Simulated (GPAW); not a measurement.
# ZrSiO (P4/nmm) in GPAW: notebook

Aim: see how the results for ZrSiO move with the level of theory and the settings. Levels: PBE, TB-mBJ. Tasks: band structure, equation of state, single point.

Everything below comes from runs of GPAW 26.7.0. Logs are shortened: lines on timing, memory, paths and dates and some standing lists are left out, and cuts for length are marked. The log counts tension as positive stress, the text compression.

## (1) The structure

Symmetry: P4/nmm, No. 129, tetragonal system. The conventional cell has a = 3.320 Å, b = 3.320 Å, c = 7.352 Å, α = 90.00°, β = 90.00°, γ = 90.00°. Zr (site symmetry 4mm) is surrounded by 5 O at 2.23 to 2.42 Å. Around Si (site symmetry -4m2) lie 4 Si at 2.35 Å. O (site symmetry 4mm) has 5 Zr at 2.23 to 2.42 Å as nearest neighbours.

The cell comes from a database or a generator and needn't be the stable form of this composition.

## (2) Band structure, PBE

run.py reads:

```python
from ase import Atoms
from ase.dft.bandgap import bandgap
from ase.io import write
from ase.units import GPa
from gpaw import GPAW, PW

atoms = Atoms(['Zr', 'Zr', 'Si', 'Si', 'O', 'O'],
              cell=[[3.31999, 0.0, 0.0],
                    [0.0, 3.31999, 0.0],
                    [0.0, 0.0, 7.351845]],
              scaled_positions=[[0.5, 0.0, 0.30841],
                                [0.0, 0.5, 0.69159],
                                [0.0, 0.0, 0.0],
                                [0.5, 0.5, 0.0],
                                [0.5, 0.0, 0.611294],
                                [0.0, 0.5, 0.388706]],
              pbc=True)

calc = GPAW(mode=PW(800),
            xc='PBE',
            kpts={'size': (5, 5, 3), 'gamma': True},
            occupations={'name': 'fermi-dirac', 'width': 0.05},
            nbands=41,
            convergence={'density': 1e-05, 'energy': 1e-05},
            maxiter=150,
            txt='gpaw.txt')
atoms.calc = calc
energy = atoms.get_potential_energy()
forces = atoms.get_forces()
stress = atoms.get_stress()
calc.write('gs.gpw')
write('result.traj', atoms)
print(f'Energy: {energy:.6f} eV')
print('Forces (eV/A):')
print(forces.round(4))
print('Stress (GPa):', (stress / GPa).round(3))
print('Fermi level:', round(calc.get_fermi_level(), 4), 'eV')
print(f'Gap: {bandgap(calc)[0]:.4f} eV, direct: {bandgap(calc, direct=True)[0]:.4f} eV')

path = atoms.cell.bandpath('GXMGZRAZ,XR,MA', npoints=80, eps=1e-4)
bs_calc = calc.fixed_density(kpts=path, symmetry='off', nbands=61,
                             convergence={'bands': 'CBM+6.0', 'eigenstates': 1e-6}, txt='bands.txt')
bs = bs_calc.band_structure()
bs.write('bs.json')
print(f'Gap on the path: {bandgap(bs_calc)[0]:.4f} eV')
```

Potentials or basis: GPAW PAW data sets (gpaw-data 1.2.1), pw.

On the command line:

```sh
> OMP_NUM_THREADS=1 python run.py
```

gpaw.txt:

```text
__  _  _
 | _ |_)|_||  |
 |__||  | ||/\| - 26.7.0

Input parameters:
  mode=PW(ecut=800.0),
  convergence={'density': 1e-05, 'energy': 1e-05},
  kpts=MonkhorstPack(size=(5, 5, 3), gamma=True),
  maxiter=150,
  nbands=41,
  occupations=Occupations(name='fermi-dirac', width=0.05),
  xc=XC(name='PBE')

Diagonalizing LCAO Hamiltonian
Converting LCAO to pw mode
   .-------.
  /|       |
 * |       |
 | |       |
 |Zr       |
 | | O     |
 | |       |
 |O|       |
 | | Zr    |
 | .-------.
 |/   Si  /
 Si------*

Atoms  # Å, Bohr magnetons
|   | symbol |        x |        y |        z |    initial magnetic moments |
|---|--------|----------|----------|----------|-----------------------------|
| 0 |     Zr | 1.659995 | 0.000000 | 2.267383 | ( 0.0000,  0.0000,  0.0000) |
| 1 |     Zr | 0.000000 | 1.659995 | 5.084462 | ( 0.0000,  0.0000,  0.0000) |
| 2 |     Si | 0.000000 | 0.000000 | 0.000000 | ( 0.0000,  0.0000,  0.0000) |
| 3 |     Si | 1.659995 | 1.659995 | 0.000000 | ( 0.0000,  0.0000,  0.0000) |
| 4 |      O | 1.659995 | 0.000000 | 4.494139 | ( 0.0000,  0.0000,  0.0000) |
| 5 |      O | 0.000000 | 1.659995 | 2.857706 | ( 0.0000,  0.0000,  0.0000) |

Unit cell  # Å
| periodic |        x |        y |        z |  lengths |    angles |
|----------|----------|----------|----------|----------|-----------|
|      yes | 3.319990 | 0.000000 | 0.000000 | 3.319990 | 90.000000 |
|      yes | 0.000000 | 3.319990 | 0.000000 | 3.319990 | 90.000000 |
|      yes | 0.000000 | 0.000000 | 7.351845 | 7.351845 | 90.000000 |

Number of symmetries: 8
Symmetry operations  # r_c * U_cc + t_c -> r_c
|   | kind |            matrix            |
|---|------|------------------------------|
| 0 |  E   |  1, 0, 0,  0, 1, 0,  0, 0, 1 |
| 1 |  σ   |  1, 0, 0,  0,-1, 0,  0, 0, 1 |
| 2 |  C2  |  0, 1, 0,  1, 0, 0,  0, 0,-1 |
| 3 |  S4  |  0, 1, 0, -1, 0, 0,  0, 0,-1 |
| 4 |  S4  |  0,-1, 0,  1, 0, 0,  0, 0,-1 |
| 5 |  C2  |  0,-1, 0, -1, 0, 0,  0, 0,-1 |
| 6 |  σ   | -1, 0, 0,  0, 1, 0,  0, 0, 1 |
| 7 |  C2  | -1, 0, 0,  0,-1, 0,  0, 0, 1 |

BZ-sampling:
  Number of BZ points: 75
  Number of IBZ points: 12

  Monkhorst-Pack size: [5, 5, 3]
  Monkhorst-Pack shift: [0, 0, 0]

K-points  # in reciprocal-cell coordinates
|     |                                coordinates |     weight |
|-----|--------------------------------------------|------------|
|   0 | (  0.00000000,   0.00000000,   0.00000000) | 0.01333333 |
|   1 | (  0.00000000,   0.00000000,   0.33333333) | 0.02666667 |
|   2 | (  0.20000000,   0.00000000,   0.00000000) | 0.05333333 |
|   3 | (  0.20000000,   0.00000000,   0.33333333) | 0.10666667 |
|   4 | (  0.20000000,   0.20000000,   0.00000000) | 0.05333333 |
|   5 | (  0.20000000,   0.20000000,   0.33333333) | 0.10666667 |
|   6 | (  0.40000000,   0.00000000,   0.00000000) | 0.05333333 |
|   7 | (  0.40000000,   0.00000000,   0.33333333) | 0.10666667 |
|   8 | (  0.40000000,   0.20000000,   0.00000000) | 0.10666667 |
|   9 | (  0.40000000,   0.20000000,   0.33333333) | 0.21333333 |
| ... |                                            |            |
|  11 | (  0.40000000,   0.40000000,   0.33333333) | 0.10666667 |

Plane wave coefficients: 4183
Cutoff: 800.0 eV

Spin-components: 1 (collinear spins)
Bands:           41
Projectors:      32
Spin-degeneracy: 2
Datatype:        complex128

Parallelization:
  kpt:    1
  domain: 1
  band:   1

Density:
  Valence electrons: 44.0
  Components: 1
  Grid points: [24 24 48]
  Charge: 0.0  # |e|

Potential:
  Grid points: [24 24 48]

species:
  Zr:
    name:    Zirconium
    Z:       40.0
    valence: 12
    core:    28
    charge:  0.0  # [|e|]
    compensation charges:
      type: gauss
      rc: 0.40  # [Å]
      lmax: 2
    cutoffs:
      filter: 2.39  # [Å]
      core: 1.59  # [Å]
    projectors
    | kind |    occ | energy [eV] | rcut [Å] |
    |------|--------|-------------|----------|
    |   4s |  2.000 |     -54.478 |    1.323 |
    |   5s |  2.000 |      -4.438 |    1.323 |
    |   4p |  6.000 |     -32.467 |    1.334 |
    |   5p |  0.000 |      -1.470 |    1.334 |
    |   4d |  2.000 |      -3.600 |    1.244 |
    |    d |        |      23.611 |    1.244 |

    Using partial waves for Zr as LCAO basis

  Si:
    name:    Silicon
    Z:       14.0
    valence: 4
    core:    10
    charge:  0.0  # [|e|]
    compensation charges:
      type: gauss
      rc: 0.33  # [Å]
      lmax: 2
    cutoffs:
      filter: 1.86  # [Å]
      core: 2.06  # [Å]
    projectors
    | kind |    occ | energy [eV] | rcut [Å] |
    |------|--------|-------------|----------|
    |   3s |  2.000 |     -10.812 |    1.058 |
    |   3p |  2.000 |      -4.081 |    1.058 |
    |    s |        |      16.399 |    1.058 |
    |    p |        |      23.130 |    1.058 |
    |    d |        |       0.000 |    1.058 |

    Using partial waves for Si as LCAO basis

  O:
    name:    Oxygen
    Z:       8.0
    valence: 6
    core:    2
    charge:  0.0  # [|e|]
    compensation charges:
      type: gauss
      rc: 0.21  # [Å]
      lmax: 2
    cutoffs:
      filter: 1.17  # [Å]
      core: 0.83  # [Å]
    projectors
    | kind |    occ | energy [eV] | rcut [Å] |
    |------|--------|-------------|----------|
    |   2s |  2.000 |     -23.961 |    0.688 |
    |   2p |  4.000 |      -9.029 |    0.598 |
    |    s |        |       3.251 |    0.688 |
    |    p |        |      18.182 |    0.598 |
    |    d |        |       0.000 |    0.619 |

    Using partial waves for O as LCAO basis

Reference energy: -215641.535573  # eV

eigensolver:
  PPCG
  Converge bands: occupied
  niter=2

density mixing:
  MSR1-Mixer
  Pratt-step length: 0.05
  Maximum mixing coefficient: 0.75
  Old densities: 10
  SVD Regularization: 0.005
  Good broyden scale: 1.0
  Trust region scale: 1.0
  Backstep threshold: 4.0
  History deletion threshold: 6.0
  Fourier metric: weight=20.0, sigma=0.015

occupation numbers:
  Fermi-Dirac:
    width: 0.0500  # eV

poisson solver:
  ecut: 6400.0  # eV

xc functional:
  name: PBE with 2 nearest neighbor stencil

convergence criteria:
[... 6 lines left out ...]
|iter     | |      energy | eigst |  dens |
|---------|-|-------------|-------|-------|
|iter:   1| |  -49.604741 | +0.31 |       |
|iter:   2| |  -48.673354 | -1.40 | -0.93 |
|iter:   3| |  -46.767915 | -0.93 | -1.00 |
|iter:   4| |  -46.787786 | -1.97 | -1.47 |
|iter:   5| |  -46.743452 | -2.52 | -1.62 |
|iter:   6| |  -46.748715 | -2.95 | -1.82 |
|iter:   7| |  -46.748553 | -4.36 | -2.75 |
|iter:   8| |  -46.748562c| -5.68 | -3.31 |
|iter:   9| |  -46.748564c| -6.92 | -3.78 |
|iter:  10| |  -46.748565c| -7.98c| -4.49 |
|iter:  11| |  -46.748565c| -8.45c| -5.12c|

Converged in 11 steps
Energy contributions relative to reference atoms: (reference = -215641.535573)

Energy contributions:
  Kinetic:          38.965168
  Coulomb:         -40.153295
  Zero:              1.014235
  External:          0.000000
  Xc:              -46.563896
  Entropy:          -0.021557
  Spinorbit:         0.000000
  ----------------------------
  Free energy:     -46.759344
  Extrapolated:    -46.748565

dipole moment: (-28.640429, -28.640429, -31.909396)  # |e|*Ang

Fermi level: 10.809
Eigenvalues  # (at kpt = [0.000, 0.000, 0.000])
| band index |      eig [eV] | occ [0-2] |
|------------|---------------|-----------|
|          0 |       -39.345 |     2.000 |
|        ... |               |           |
|         15 |         6.643 |     2.000 |
|         16 |         6.643 |     2.000 |
|         17 |         7.747 |     2.000 |
|         18 |         7.940 |     2.000 |
|         19 |         8.166 |     2.000 |
|         20 |         8.166 |     2.000 |
[... 8 lines left out ...]
|         29 |        13.921 |     0.000 |
|         30 |        13.950 |     0.000 |
|        ... |               |           |
|         40 |        26.822 |     0.000 |

No gap
No difference between direct/indirect transitions

Forces  # eV/Ang
|       x |       y |        z |
|---------|---------|----------|
| 0.00000 | 0.00000 |  0.30840 |  # Zr   0
| 0.00000 | 0.00000 | -0.30840 |  # Zr   1
| 0.00000 | 0.00000 |  0.00000 |  # Si   2
| 0.00000 | 0.00000 |  0.00000 |  # Si   3
| 0.00000 | 0.00000 | -0.14507 |  # O    4
| 0.00000 | 0.00000 |  0.14507 |  # O    5

Stress tensor  # eV/Ang^3
|        x |        y |        z |
|----------|----------|----------|
| 0.011785 | 0.000000 | 0.000000 |
| 0.000000 | 0.011785 | 0.000000 |
| 0.000000 | 0.000000 | 0.014165 |

# Writing to gs.gpw (mode='')
```

bands.txt:

```text
Diagonalizing LCAO Hamiltonian
Converting LCAO to pw mode
convergence criteria:
- Maximum integral of absolute [eigenst]ate change: 1e-06 eV^2 / valence electron
maximum number of iterations: 150

SCF iterations
|iter     | |      energy | eigst |  dens |
|---------|-|-------------|-------|-------|
|iter:   1| |             | +1.23 |       |
[... 86 lines left out ...]
         [0.        , 0.5       , 0.25      ],
         [0.        , 0.5       , 0.375     ],
         [0.        , 0.5       , 0.5       ],
         [0.5       , 0.5       , 0.        ],
         [0.5       , 0.5       , 0.125     ],
         [0.5       , 0.5       , 0.25      ],
         [0.5       , 0.5       , 0.375     ],
         [0.5       , 0.5       , 0.5       ]])),
  maxiter=150,
  nbands=61,
  occupations=Occupations(name='fermi-dirac', width=0.05),
  symmetry=Symmetry(point_group=False, time_reversal=False),
  xc=XC(name='PBE')
```

Run time: 3.5 min. Hardware: 1 thread of Arm Neoverse V2, shared host; peak memory 0.71 GiB.

What came out:

```
Free energy             : -46.7593 eV
Pressure                : -2.0 GPa
Largest force           : 0.308 eV/Å
Band gap along the path : none (metal or under the smearing width)
```

Forces on the atoms (eV/Å):
```
Zr   0.000  0.000  0.308
Zr   0.000  0.000 -0.308
Si   0.000  0.000  0.000
Si   0.000  0.000  0.000
O    0.000  0.000 -0.145
O    0.000  0.000  0.145
```

Stress tensor (GPa, compression positive):
```
-1.89  0.00  0.00
 0.00 -1.89  0.00
 0.00  0.00 -2.27
```

Levels at the corners of the path, in eV from the Fermi level:
| point | band 20 | band 21 | band 22 | band 23 | band 24 | band 25 |
| --- | --- | --- | --- | --- | --- | --- |
| Γ | -2.64 | -2.64 | -2.16 | -0.07 | 0.81 | 1.19 |
| X | -2.25 | -0.33 | -0.33 | 0.21 | 0.21 | 2.47 |
| M | -4.61 | -2.48 | -2.48 | 1.77 | 1.77 | 1.80 |
| Γ | -2.64 | -2.64 | -2.16 | -0.07 | 0.81 | 1.19 |
| Z | -2.65 | -2.65 | -2.64 | 0.71 | 0.80 | 1.12 |
| R | -3.10 | -0.11 | -0.11 | 0.55 | 0.55 | 2.17 |
| A | -4.59 | -2.58 | -2.58 | 0.61 | 0.61 | 2.22 |
| Z | -2.65 | -2.65 | -2.64 | 0.71 | 0.80 | 1.12 |
| X | -2.25 | -0.33 | -0.33 | 0.21 | 0.21 | 2.47 |
| R | -3.10 | -0.11 | -0.11 | 0.55 | 0.55 | 2.17 |
| M | -4.61 | -2.48 | -2.48 | 1.77 | 1.77 | 1.80 |
| A | -4.59 | -2.58 | -2.58 | 0.61 | 0.61 | 2.22 |

Caveat: the k mesh is coarse (spacing up to 0.38 Å⁻¹), so the values aren't converged.

## (3) Equation of state, PBE

run.py reads:

```python
from ase import Atoms
from ase.eos import EquationOfState
from ase.io import Trajectory
from ase.units import GPa
from gpaw import GPAW, PW

atoms = Atoms(['Zr', 'Zr', 'Si', 'Si', 'O', 'O'],
              cell=[[3.31999, 0.0, 0.0],
                    [0.0, 3.31999, 0.0],
                    [0.0, 0.0, 7.351845]],
              scaled_positions=[[0.5, 0.0, 0.30841],
                                [0.0, 0.5, 0.69159],
                                [0.0, 0.0, 0.0],
                                [0.5, 0.5, 0.0],
                                [0.5, 0.0, 0.611294],
                                [0.0, 0.5, 0.388706]],
              pbc=True)

traj = Trajectory('eos.traj', 'w')
volumes, energies = [], []
for x in [0.94, 0.96, 0.98, 1.0, 1.02, 1.04, 1.06]:
    a = atoms.copy()
    a.set_cell(atoms.cell * x**(1 / 3), scale_atoms=True)
    calc = GPAW(mode=PW(800),
                xc='PBE',
                kpts={'size': (5, 5, 3), 'gamma': True},
                occupations={'name': 'fermi-dirac', 'width': 0.05},
                nbands=41,
                convergence={'density': 1e-05, 'energy': 1e-05},
                maxiter=150,
                txt=f'eos-{x:.2f}.txt')
    a.calc = calc
    energies.append(a.get_potential_energy(force_consistent=True))
    volumes.append(a.get_volume())
    p = -a.get_stress()[:3].mean() / GPa
    calc.write(f'eos-{x:.2f}.gpw')
    traj.write(a)
    print(f'{x:.2f} {volumes[-1]:10.4f} A^3 {energies[-1]:14.6f} eV {p:9.3f} GPa', flush=True)

v0, e0, B = EquationOfState(volumes, energies, eos='birchmurnaghan').fit()
print(f'V0 = {v0:.4f} A^3, E0 = {e0:.6f} eV, B0 = {B / GPa:.2f} GPa')
```

Potentials or basis: GPAW PAW data sets (gpaw-data 1.2.1), pw.

On the command line:

```sh
> OMP_NUM_THREADS=1 python run.py
```

It took 4.3 min on 1 thread of Arm Neoverse V2, shared host; peak memory 0.36 GiB.

The run converged. Its results:

```yaml
Equilibrium_volume: 13.36 Å³/atom
Bulk_modulus_at_fixed_shape_and_positions: 178 GPa
Pressure_derivative_of_the_bulk_modulus: 4.3
```

Energy against volume, from the lowest point:
```
volume (Å³/atom)  energy (meV/atom)
          12.695              19.27
          12.966               6.08
          13.236               0.00
          13.506               0.31
          13.776               6.36
          14.046              17.57
          14.316              33.42
```

Caveat: the k mesh is coarse (spacing up to 0.38 Å⁻¹), so the values aren't converged; the cell was scaled at fixed shape and fractional positions, which overstates the stiffness of a crystal with free parameters, most of all of layers and chains.

(Part 1 of 2 ends here.)
